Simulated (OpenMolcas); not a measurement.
# Pr²⁺ among point charges: CASSCF levels and susceptibility

Aim: the splitting of the states of Pr²⁺ in the field of 7 point charges, its lowest levels with spin-orbit coupling and its magnetic susceptibility.

The numbers are computed with OpenMolcas 26.06 (state-averaged CASSCF, spin-orbit coupling by RASSI with atomic mean-field integrals), except any that are marked as measured or tabulated.

### 1 The atom as given

```
Species                           : Pr²⁺ (praseodymium, Z = 59, 57 electrons)
Basis                             : ANO-RCC-VDZP [7s6p4d2f1g], 68 functions
Scalar Hamiltonian                : DKH2, point nucleus
Inactive shells                   : 1s 2s 2p 3s 3p 3d 4s 4p 4d 5s 5p
Active space                      : 3 electrons in 7 orbitals (4f)
Some configurations of this space : 4f3
Orbitals                          : optimised for the highest spin of each parity, averaged over all roots
```

The outer shells:

4f3
```
4f [↑ ][↑ ][↑ ][  ][  ][  ][  ]
```

The ion sits among 7 point charges of -1.5 e arranged as a pentagonal bipyramid (D5h), 2.66 Å from the ion, with the axial distance 2.766 Å.

Each step is its own input file, run in one work folder so that later steps find the files of earlier ones. Labels, J, g values, rates, χT and fits are worked out afterwards by a script from the matrices that RASSI stores.

### 2 One- and two-electron integrals

File a.inp:

```
&GATEWAY
Coord
1

Pr 0.0 0.0 0.0
Basis=ANO-RCC-VDZP
Group=NoSym
NoMove
AngMom=0.0 0.0 0.0
AMFI
XField
7 Angstrom 0
2.660000 0.000000 0.000000 -1.500000
0.821985 2.529810 0.000000 -1.500000
-2.151985 1.563509 0.000000 -1.500000
-2.151985 -1.563509 0.000000 -1.500000
0.821985 -2.529810 0.000000 -1.500000
0.000000 0.000000 2.766400 -1.500000
0.000000 0.000000 -2.766400 -1.500000
&SEWARD
```

Command:

```bash
$ OMP_NUM_THREADS=1 MOLCAS_MEM=2252 MOLCAS_PROJECT=a pymolcas a.inp > a.log
```

### 3 CASSCF: quartets, 35 roots

File a.inp:

```
&RASSCF
FileOrb=start.orb
Symmetry=1
Spin=4
nActEl=3 0 0
Inactive=27
Ras2=7
CIRoot=35 35 1
SDav=35
CIMx=300
Iter=120 100
PrWF=0.3
OrbListing=Nothing
MaxOrb=0
>>> COPY $Project.JobIph JOB001
```

start.orb holds the contracted functions of the basis, ordered by shell, or the orbitals of the step before.

### 4 CASSCF: doublets, 112 roots

File a.inp:

```
&RASSCF
FileOrb=start.orb
Symmetry=1
Spin=2
nActEl=3 0 0
Inactive=27
Ras2=7
CIRoot=112 112 1
SDav=112
CIMx=300
Iter=120 100
PrWF=0.3
OrbListing=Nothing
MaxOrb=0
CIOnly
>>> COPY $Project.JobIph JOB002
```

### 5 State interaction with spin-orbit coupling

File a.inp:

```
&RASSI
NrOfJobIphs=2 35 96
1 2 3 4 5 6 7 8 9 10 11 12 13 14 15 16 17 18 19 20 21 22 23 24 25 26 27
28 29 30 31 32 33 34 35
1 2 3 4 5 6 7 8 9 10 11 12 13 14 15 16 17 18 19 20 21 22 23 24 25 26 27
28 29 30 31 32 33 34 35 36 37 38 39 40 41 42 43 44 45 46 47 48 49 50 51
52 53 54 55 56 57 58 59 60 61 62 63 64 65 66 67 68 69 70 71 72 73 74 75
76 77 78 79 80 81 82 83 84 85 86 87 88 89 90 91 92 93 94 95 96
IphNames
JOB001
JOB002
EJob
SpinOrbit
DIPRint=1.0
SOCoupling=1000.0
Subsets=2
Property=9
'ANGMOM' 1 'ANGMOM' 2 'ANGMOM' 3 'MLTPL  1' 1 'MLTPL  1' 2 'MLTPL  1' 3
'AMFI' 1 'AMFI' 2 'AMFI' 3
SOProperty=3
'ANGMOM' 1 'ANGMOM' 2 'ANGMOM' 3
```

**Question.** What will these runs give? Wanted: spin-free ground state; first state of the same spin within the active space; lowest level; next level.

As calculated:

```
                                            quantity                                value
                                              method                               CASSCF
                              spin-free ground state  quartet, 1-fold in its orbital part
first state of the same spin within the active space                 quartet at 27.4 cm⁻¹
                                        lowest level         2-fold, g = 0.80, 3.59, 3.59
                                          next level                            85.1 cm⁻¹
                                         χT at 300 K                       1.67 cm³ K/mol
                           effective moment at 300 K                              3.65 μB
```

In words: The spin-free ground state (quartet) comes to 100 % from free-ion I terms and keeps the highest spin of the shell. The doublets rest on orbitals optimised for another spin in at least one step, which raises them against the optimised states. Not all states of the active space went into the spin-orbit step. High states of lower spin are left out of the spin-orbit mixing, and CASSCF puts spin-flip levels too high. Point charges carry no covalency, so the field is a model and not that of real ligands.
